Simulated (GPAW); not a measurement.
# GeW (Fm-3m) in GPAW: convergence with density grid spacing (A)

Aim: find how far density grid spacing (A) must go before the results for GeW settle, at r2SCAN. This setting moves, with any that are tied to it; all else stays.

Program: GPAW 26.7.0. These are calculated values, not measurements. Logs are shortened: lines on timing, memory, paths and dates and some standing lists are left out, and cuts for length are marked. The log counts tension as positive stress, the text compression.

### 1 Starting point

Symmetry: Fm-3m, No. 225, cubic system. Conventional cell: a = 5.155 Å, b = 5.155 Å, c = 5.155 Å, α = 90.00°, β = 90.00°, γ = 90.00°. Ge (site symmetry m-3m) is surrounded by 6 W at 2.58 Å. Around W (site symmetry m-3m) lie 6 Ge at 2.58 Å.

The cell was built by a generator and needn't be a form met in nature.

### 2 With density grid spacing (A) 0.24

Contents of run.py:

```python
from ase.dft.bandgap import bandgap
from ase.io import read, write
from ase.units import GPa
from gpaw import GPAW, PW

atoms = read('POSCAR')

calc = GPAW(mode=PW(600),
            h=0.24,
            xc='MGGA_X_R2SCAN+MGGA_C_R2SCAN',
            kpts={'size': (9, 9, 9), 'gamma': True},
            occupations={'name': 'fermi-dirac', 'width': 0.05},
            nbands=19,
            convergence={'density': 1e-05, 'energy': 1e-05},
            maxiter=100,
            txt='gpaw.txt')
atoms.calc = calc
energy = atoms.get_potential_energy()
forces = atoms.get_forces()
stress = atoms.get_stress()
calc.write('gs.gpw')
write('result.traj', atoms)
print(f'Energy: {energy:.6f} eV')
print('Forces (eV/A):')
print(forces.round(4))
print('Stress (GPa):', (stress / GPa).round(3))
print('Fermi level:', round(calc.get_fermi_level(), 4), 'eV')
print(f'Gap: {bandgap(calc)[0]:.4f} eV, direct: {bandgap(calc, direct=True)[0]:.4f} eV')
```

Contents of POSCAR:

```
GeW
1.0
    0.0000000000      2.5776100000      2.5776100000
    2.5776100000      0.0000000000      2.5776100000
    2.5776100000      2.5776100000      0.0000000000
Ge W
1 1
Direct
    0.5000000000      0.5000000000      0.5000000000
    0.0000000000      0.0000000000      0.0000000000
```

Potentials or basis: GPAW PAW data sets (gpaw-data 1.2.1), pw.

Started as:

```sh
OMP_NUM_THREADS=1 python run.py
```

Run time: 18 s. Hardware: 1 thread of Arm Neoverse V2, shared host; peak memory 0.29 GiB.

Results:

| Item | Value |
| --- | --- |
| Free energy | -35.9945 eV |
| Pressure | -3.0 GPa |
| Band gap on the k mesh | none (metal or under the smearing width) |

### 3 With density grid spacing (A) 0.2

Changes to run.py since step 2:

```diff
@@ -8,3 +8,3 @@
 calc = GPAW(mode=PW(600),
-            h=0.24,
+            h=0.2,
             xc='MGGA_X_R2SCAN+MGGA_C_R2SCAN',
```

POSCAR is that of step 2.

Potentials or basis: GPAW PAW data sets (gpaw-data 1.2.1), pw.

Started as:

```sh
OMP_NUM_THREADS=1 python run.py
```

Wall time 26 s (1 thread of Arm Neoverse V2, shared host); peak memory 0.3 GiB.

What came out:

```
Free energy            : -35.9938 eV
Pressure               : -3.0 GPa
Band gap on the k mesh : none (metal or under the smearing width)
```

### 4 With density grid spacing (A) 0.17

Changes to run.py since step 3:

```diff
@@ -8,3 +8,3 @@
 calc = GPAW(mode=PW(600),
-            h=0.2,
+            h=0.17,
             xc='MGGA_X_R2SCAN+MGGA_C_R2SCAN',
```

POSCAR is that of step 3.

Started as:

```sh
OMP_NUM_THREADS=1 python run.py
```

Wall time 55 s (1 thread of Arm Neoverse V2, shared host); peak memory 0.31 GiB.

Results:

```
Free energy            : -35.9940 eV
Pressure               : -3.0 GPa
Band gap on the k mesh : none (metal or under the smearing width)
```

### 5 With density grid spacing (A) 0.15

Changes to run.py since step 4:

```diff
@@ -8,3 +8,3 @@
 calc = GPAW(mode=PW(600),
-            h=0.17,
+            h=0.15,
             xc='MGGA_X_R2SCAN+MGGA_C_R2SCAN',
```

POSCAR is that of step 4.

Started as:

```sh
OMP_NUM_THREADS=1 python run.py
```

Wall time 52 s (1 thread of Arm Neoverse V2, shared host); peak memory 0.31 GiB.

It converged, with:

- Free energy: -35.9940 eV
- Pressure: -3.0 GPa
- Band gap on the k mesh: none (metal or under the smearing width)

### 6 With density grid spacing (A) 0.13

Changes to run.py since step 5:

```diff
@@ -8,3 +8,3 @@
 calc = GPAW(mode=PW(600),
-            h=0.15,
+            h=0.13,
             xc='MGGA_X_R2SCAN+MGGA_C_R2SCAN',
```

POSCAR is that of step 5.

Potentials or basis: GPAW PAW data sets (gpaw-data 1.2.1), pw.

Started as:

```sh
OMP_NUM_THREADS=1 python run.py
```

It took 1.8 min on 1 thread of Arm Neoverse V2, shared host; peak memory 0.34 GiB.

It converged, with:

```
Free energy            : -35.9941 eV
Pressure               : -3.0 GPa
Band gap on the k mesh : none (metal or under the smearing width)
```

### 7 With density grid spacing (A) 0.11

Changes to run.py since step 6:

```diff
@@ -8,3 +8,3 @@
 calc = GPAW(mode=PW(600),
-            h=0.13,
+            h=0.11,
             xc='MGGA_X_R2SCAN+MGGA_C_R2SCAN',
```

POSCAR is that of step 6.

Started as:

```sh
OMP_NUM_THREADS=1 python run.py
```

Wall time 3.1 min (1 thread of Arm Neoverse V2, shared host); peak memory 0.37 GiB.

The run converged. Its results:

```yaml
Free_energy: -35.9941 eV
Pressure: -3.0 GPa
Band_gap_on_the_k_mesh: none (metal or under the smearing width)
```

### 8 With density grid spacing (A) 0.09

Changes to run.py since step 7:

```diff
@@ -8,3 +8,3 @@
 calc = GPAW(mode=PW(600),
-            h=0.11,
+            h=0.09,
             xc='MGGA_X_R2SCAN+MGGA_C_R2SCAN',
```

POSCAR is that of step 7.

Potentials or basis: GPAW PAW data sets (gpaw-data 1.2.1), pw.

Started as:

```sh
OMP_NUM_THREADS=1 python run.py
```

gpaw.txt:

```text
__  _  _
 | _ |_)|_||  |
 |__||  | ||/\| - 26.7.0

Input parameters:
  mode=PW(ecut=600.0),
  convergence={'density': 1e-05, 'energy': 1e-05},
  h=0.09,
  kpts=MonkhorstPack(size=(9, 9, 9), gamma=True),
  maxiter=100,
  nbands=19,
  occupations=Occupations(name='fermi-dirac', width=0.05),
  xc=XC(name='MGGA_X_R2SCAN+MGGA_C_R2SCAN')

Diagonalizing LCAO Hamiltonian
Converting LCAO to pw mode

               Ge

       W

Atoms  # Å, Bohr magnetons
|   | symbol |        x |        y |        z |    initial magnetic moments |
|---|--------|----------|----------|----------|-----------------------------|
| 0 |     Ge | 2.577610 | 2.577610 | 2.577610 | ( 0.0000,  0.0000,  0.0000) |
| 1 |      W | 0.000000 | 0.000000 | 0.000000 | ( 0.0000,  0.0000,  0.0000) |

Unit cell  # Å
| periodic |        x |        y |        z |  lengths |    angles |
|----------|----------|----------|----------|----------|-----------|
|      yes | 0.000000 | 2.577610 | 2.577610 | 3.645291 | 60.000000 |
|      yes | 2.577610 | 0.000000 | 2.577610 | 3.645291 | 60.000000 |
|      yes | 2.577610 | 2.577610 | 0.000000 | 3.645291 | 60.000000 |

Number of symmetries: 48
Symmetry operations  # r_c * U_cc + t_c -> r_c
|    | kind |            matrix            |
|----|------|------------------------------|
|  0 |  σ   |  1, 0, 0,  1, 0,-1,  1,-1, 0 |
|  1 |  C2  |  1, 0, 0,  1,-1, 0,  1, 0,-1 |
|  2 |  E   |  1, 0, 0,  0, 1, 0,  0, 0, 1 |
|  3 |  σ   |  1, 0, 0,  0, 0, 1,  0, 1, 0 |
|  4 |  C4  |  1, 0,-1,  1, 0, 0,  1,-1, 0 |
|  5 |  S6  |  1, 0,-1,  1,-1, 0,  1, 0, 0 |
|  6 |  σ   |  1, 0,-1,  0, 1,-1,  0, 0,-1 |
|  7 |  C3  |  1, 0,-1,  0, 0,-1,  0, 1,-1 |
|  8 |  S6  |  1,-1, 0,  1, 0, 0,  1, 0,-1 |
|  9 |  C4  |  1,-1, 0,  1, 0,-1,  1, 0, 0 |
| 10 |  C3  |  1,-1, 0,  0,-1, 1,  0,-1, 0 |
| 11 |  σ   |  1,-1, 0,  0,-1, 0,  0,-1, 1 |
| 12 |  σ   |  0, 1, 0,  1, 0, 0,  0, 0, 1 |
| 13 |  C4  |  0, 1, 0,  0, 1,-1, -1, 1, 0 |
| 14 |  C3  |  0, 1, 0,  0, 0, 1,  1, 0, 0 |
| 15 |  S6  |  0, 1, 0, -1, 1, 0,  0, 1,-1 |
| 16 |  C2  |  0, 1,-1,  1, 0,-1,  0, 0,-1 |
| 17 |  σ   |  0, 1,-1,  0, 1, 0, -1, 1, 0 |
| 18 |  S4  |  0, 1,-1,  0, 0,-1,  1, 0,-1 |
| 19 |  C4  |  0, 1,-1, -1, 1, 0,  0, 1, 0 |
| 20 |  C3  |  0, 0, 1,  1, 0, 0,  0, 1, 0 |
| 21 |  σ   |  0, 0, 1,  0, 1, 0,  1, 0, 0 |
| 22 |  S6  |  0, 0, 1,  0,-1, 1, -1, 0, 1 |
| 23 |  C4  |  0, 0, 1, -1, 0, 1,  0,-1, 1 |
| 24 |  S4  |  0, 0,-1,  1, 0,-1,  0, 1,-1 |
| 25 |  C3  |  0, 0,-1,  0, 1,-1,  1, 0,-1 |
| 26 |  C2  |  0, 0,-1,  0,-1, 0, -1, 0, 0 |
| 27 |  S6  |  0, 0,-1, -1, 0, 0,  0,-1, 0 |
| 28 |  S4  |  0,-1, 1,  1,-1, 0,  0,-1, 0 |
| 29 |  C4  |  0,-1, 1,  0, 0, 1, -1, 0, 1 |
| 30 |  C2  |  0,-1, 1,  0,-1, 0,  1,-1, 0 |
| 31 |  σ   |  0,-1, 1, -1, 0, 1,  0, 0, 1 |
| 32 |  C3  |  0,-1, 0,  1,-1, 0,  0,-1, 1 |
| 33 |  S6  |  0,-1, 0,  0, 0,-1, -1, 0, 0 |
| 34 |  S4  |  0,-1, 0,  0,-1, 1,  1,-1, 0 |
| 35 |  C2  |  0,-1, 0, -1, 0, 0,  0, 0,-1 |
| 36 |  C2  | -1, 1, 0,  0, 1, 0,  0, 1,-1 |
| 37 |  S6  | -1, 1, 0,  0, 1,-1,  0, 1, 0 |
| 38 |  S4  | -1, 1, 0, -1, 0, 1, -1, 0, 0 |
| 39 |  C3  | -1, 1, 0, -1, 0, 0, -1, 0, 1 |
| 40 |  S6  | -1, 0, 1,  0, 0, 1,  0,-1, 1 |
| 41 |  C2  | -1, 0, 1,  0,-1, 1,  0, 0, 1 |
| 42 |  C3  | -1, 0, 1, -1, 1, 0, -1, 0, 0 |
| 43 |  S4  | -1, 0, 1, -1, 0, 0, -1, 1, 0 |
| 44 |  C2  | -1, 0, 0,  0, 0,-1,  0,-1, 0 |
| 45 |  i   | -1, 0, 0,  0,-1, 0,  0, 0,-1 |
| 46 |  σ   | -1, 0, 0, -1, 1, 0, -1, 0, 1 |
| 47 |  C2  | -1, 0, 0, -1, 0, 1, -1, 1, 0 |

BZ-sampling:
  Number of BZ points: 729
  Number of IBZ points: 35

  Monkhorst-Pack size: [9, 9, 9]
  Monkhorst-Pack shift: [0, 0, 0]

K-points  # in reciprocal-cell coordinates
|     |                                coordinates |     weight |
|-----|--------------------------------------------|------------|
|   0 | (  0.00000000,   0.00000000,   0.00000000) | 0.00137174 |
|   1 | (  0.11111111,   0.11111111,   0.00000000) | 0.00823045 |
|   2 | (  0.11111111,   0.11111111,   0.11111111) | 0.01097394 |
|   3 | (  0.22222222,   0.11111111,   0.11111111) | 0.01646091 |
|   4 | (  0.22222222,   0.22222222,   0.00000000) | 0.00823045 |
|   5 | (  0.22222222,   0.22222222,   0.11111111) | 0.03292181 |
|   6 | (  0.22222222,   0.22222222,   0.22222222) | 0.01097394 |
|   7 | (  0.33333333,   0.22222222,   0.11111111) | 0.03292181 |
|   8 | (  0.33333333,   0.22222222,   0.22222222) | 0.03292181 |
|   9 | (  0.33333333,   0.33333333,  -0.33333333) | 0.01646091 |
| ... |                                            |            |
|  34 | (  0.44444444,   0.44444444,   0.44444444) | 0.01097394 |

Plane wave coefficients: 1158
Cutoff: 600.0 eV

Spin-components: 1 (collinear spins)
Bands:           19
Projectors:      11
Spin-degeneracy: 2
Datatype:        complex128

Parallelization:
  kpt:    1
  domain: 1
  band:   1

Density:
  Valence electrons: 18.0
  Components: 1
  Grid points: [42 42 42]
  Charge: 0.0  # |e|

Potential:
  Grid points: [42 42 42]

species:
  Ge:
    name:    Germanium
    Z:       32.0
    valence: 4
    core:    28
    charge:  0.0  # [|e|]
    compensation charges:
      type: gauss
      rc: 0.32  # [Å]
      lmax: 2
    cutoffs:
      filter: 1.77  # [Å]
      core: 3.42  # [Å]
    projectors
    | kind |    occ | energy [eV] | rcut [Å] |
    |------|--------|-------------|----------|
    |   4s |  2.000 |     -11.726 |    1.005 |
    |   4p |  2.000 |      -3.896 |    1.005 |
    |    s |        |      15.485 |    1.005 |
    |    p |        |      23.315 |    1.005 |
    |    d |        |       0.000 |    1.005 |

    Using partial waves for Ge as LCAO basis

  W:
    name:    Tungsten
    Z:       74.0
    valence: 14
    core:    60
    charge:  0.0  # [|e|]
    compensation charges:
      type: gauss
      rc: 0.40  # [Å]
      lmax: 2
    cutoffs:
      filter: 2.36  # [Å]
      core: 3.02  # [Å]
    projectors
    | kind |    occ | energy [eV] | rcut [Å] |
    |------|--------|-------------|----------|
    |   5s |  2.000 |     -78.830 |    1.344 |
    |   6s |  2.000 |      -5.697 |    1.344 |
    |   5p |  6.000 |     -43.233 |    1.355 |
    |   6p |  0.000 |      -1.367 |    1.355 |
    |   5d |  4.000 |      -4.494 |    1.228 |
    |    d |        |      22.717 |    1.228 |

    Using partial waves for W as LCAO basis

Reference energy: -495869.309508  # eV

eigensolver:
  PPCG
  Converge bands: occupied
  niter=2

density mixing:
  MSR1-Mixer
  Pratt-step length: 0.05
  Maximum mixing coefficient: 0.75
  Old densities: 10
  SVD Regularization: 0.005
  Good broyden scale: 1.0
  Trust region scale: 1.0
  Backstep threshold: 4.0
  History deletion threshold: 6.0
  Fourier metric: weight=20.0, sigma=0.015

occupation numbers:
  Fermi-Dirac:
    width: 0.0500  # eV

poisson solver:
  ecut: 4800.0  # eV

xc functional:
  name: MGGA_X_R2SCAN+MGGA_C_R2SCAN with 2 nearest neighbor stencil

convergence criteria:
- Maximum integral of absolute [dens]ity change: 1e-05 electrons / valence electron
- Maximum [total energy] change in last 3 cyles: 1e-05 eV / valence electron
- Maximum integral of absolute [eigenst]ate change: 4e-08 eV^2 / valence electron
maximum number of iterations: 100

SCF iterations
|iter     | |      energy | eigst |  dens |
|---------|-|-------------|-------|-------|
|iter:   1| |  -38.754452 | -0.04 |       |
|iter:   2| |  -35.902485 | -1.91 | -1.26 |
|iter:   3| |  -35.920344 | -2.44 | -1.31 |
|iter:   4| |  -35.976780 | -2.39 | -1.60 |
|iter:   5| |  -35.983495 | -3.45 | -2.08 |
|iter:   6| |  -35.983589 | -4.09 | -2.53 |
|iter:   7| |  -35.983621c| -5.45 | -3.28 |
|iter:   8| |  -35.983620c| -6.54 | -3.68 |
|iter:   9| |  -35.983621c| -7.83c| -4.33 |
|iter:  10| |  -35.983621c| -7.69c| -4.80 |
|iter:  11| |  -35.983621c| -8.69c| -5.71c|

Converged in 11 steps
Energy contributions relative to reference atoms: (reference = -495869.309508)

Energy contributions:
  Kinetic:          24.509180
  Coulomb:         -21.823349
  Zero:             -0.106530
  External:          0.000000
  Xc:              -38.552400
  Entropy:          -0.021044
  Spinorbit:         0.000000
  ----------------------------
  Free energy:     -35.994143
  Extrapolated:    -35.983621

dipole moment: (-19.067081, -19.067081, -19.067081)  # |e|*Ang

Fermi level: 11.127
Eigenvalues  # (at kpt = [0.000, 0.000, 0.000])
| band index |      eig [eV] | occ [0-2] |
|------------|---------------|-----------|
|          0 |       -65.171 |     2.000 |
|        ... |               |           |
|          2 |       -28.972 |     2.000 |
|          3 |       -28.972 |     2.000 |
|          4 |        -1.809 |     2.000 |
|          5 |         9.433 |     2.000 |
|          6 |         9.433 |     2.000 |
|          7 |         9.433 |     2.000 |
[... 9 lines left out ...]
|         17 |        26.441 |     0.000 |
|         18 |        27.643 |     0.000 |

No gap
No difference between direct/indirect transitions

Forces  # eV/Ang
|        x |        y |       z |
|----------|----------|---------|
|  0.00000 |  0.00000 | 0.00000 |  # Ge   0
| -0.00000 | -0.00000 | 0.00000 |  # W    1

Stress tensor  # eV/Ang^3
|         x |         y |        z |
|-----------|-----------|----------|
|  0.018979 | -0.000000 | 0.000000 |
| -0.000000 |  0.018979 | 0.000000 |
|  0.000000 |  0.000000 | 0.018979 |

# Writing to gs.gpw (mode='')
```

stdout:

```text
Energy: -35.983621 eV
Forces (eV/A):
[[ 0.  0.  0.]
 [-0. -0.  0.]]
Stress (GPa): [ 3.041  3.041  3.041  0.     0.    -0.   ]
Fermi level: 11.1268 eV
Gap: 0.0000 eV, direct: 0.0000 eV
```

Run time: 5.1 min. Hardware: 1 thread of Arm Neoverse V2, shared host; peak memory 0.44 GiB.

What came out:

```yaml
Free_energy: -35.9941 eV
Pressure: -3.0 GPa
Band_gap_on_the_k_mesh: none (metal or under the smearing width)
```

### 9 Summary

```
density grid spacing (A)  energy less the tightest run, at zero smearing (meV/atom)  SCF cycles  CPU time (s)  peak memory (GiB)
                    0.24                                                      -0.15          11            18               0.29
                     0.2                                                       0.15          11            26                0.3
                    0.17                                                       0.06          11            55               0.31
                    0.15                                                       0.05          11            52               0.31
                    0.13                                                       0.02          11           110               0.34
                    0.11                                                       0.01          11           190               0.37
                    0.09                                                       0.00          11           310               0.44
```

Against the tightest run, the energy stays within 1 meV/atom from 0.24 on. The tightest run that finished is the yardstick and may itself not be fully converged.

Caveats: the PAW data sets were made with another functional, which shifts forces and pressure a little.
